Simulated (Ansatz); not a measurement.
# AlH₃STe (SMILES [SH][AlH][TeH]): single points off equilibrium

An exercise on one series of results from a longer session: the logs are not shown, and one member is left open.

The runs use Ansatz 0.2.0, Gaussian basis; single points in def2-TZVPP.

Cores are frozen in the correlated methods. Filled d shells of the heavier atoms are correlated. Core potentials replace the inner electrons past krypton, and spin-orbit coupling is left out.

**Starting geometry**

SMILES `[SH][AlH][TeH]`, 6 atoms, charge 0, spin multiplicity 1.

Atoms are counted from 1 here; the program's logs count them from 0.

Bond lengths: S1–Al2 2.238 Å, S1–H4 1.497 Å, Al2–Te3 2.667 Å, Al2–H5 1.408 Å, Te3–H6 1.688 Å. Angles: Al2–S1–H4 76.1°, S1–Al2–Te3 118.9°, S1–Al2–H5 125.9°, Te3–Al2–H5 113.4°, Al2–Te3–H6 86.0°.

As a file:

```
atom    x (Å)    y (Å)    z (Å)
  S1   1.3513   0.0112  -1.4158
 Al2  -0.5664  -0.1859  -0.2784
 Te3  -0.4784  -0.3194   2.3836
  H4   0.3232  -0.2057  -2.4815
  H5  -1.8554   0.0713  -0.7831
  H6   1.1011   0.2596   2.2436
```

The first run:

run/in.yaml reads:

```yaml
crystal:
  periodic: [false, false, false]
  atoms:
    - {symbol: S, position_ang: [1.351300, 0.011200, -1.415800]}
    - {symbol: Al, position_ang: [-0.566400, -0.185900, -0.278400]}
    - {symbol: Te, position_ang: [-0.478400, -0.319400, 2.383600]}
    - {symbol: H, position_ang: [0.323200, -0.205700, -2.481500]}
    - {symbol: H, position_ang: [-1.855400, 0.071300, -0.783100]}
    - {symbol: H, position_ang: [1.101100, 0.259600, 2.243600]}
basis:
  gaussian: {orbitals: def2-TZVPP}
correlation: {method: ccsd_t}
output: {forces: true}
```

The command line of these runs was not kept.

Steps of the session up to this table: CCSD(T)/def2-TZVPP; PBE0-D4/def2-TZVPP; wB97M-V/def2-TZVPP; r2SCAN-D4/def2-TZVPP; PBE-D4/def2-TZVPP; wB97X-V/def2-TZVPP; SPW92/def2-TZVPP.

One table of the session follows, with a row left open; its other results are not shown here.

```
   method  RMS force component (eV/Å)  angle to CCSD(T) forces (°)  dipole (D)
  CCSD(T)                       1.624                    reference        1.66
  PBE0-D4                       1.645                          1.8        1.66
  wB97M-V                       1.623                          2.3        1.83
r2SCAN-D4                       1.619                          1.8        1.62
   PBE-D4                           ?                            ?           ?
  wB97X-V                       1.695                          2.2        1.84
    SPW92                       1.601                          5.2        1.53
```

Estimate the missing values for PBE-D4.

The run gave: RMS force component (eV/Å): 1.553; angle to CCSD(T) forces (°): 5.6; dipole (D): 1.48. In the column «RMS force component (eV/Å)» it is the lowest.
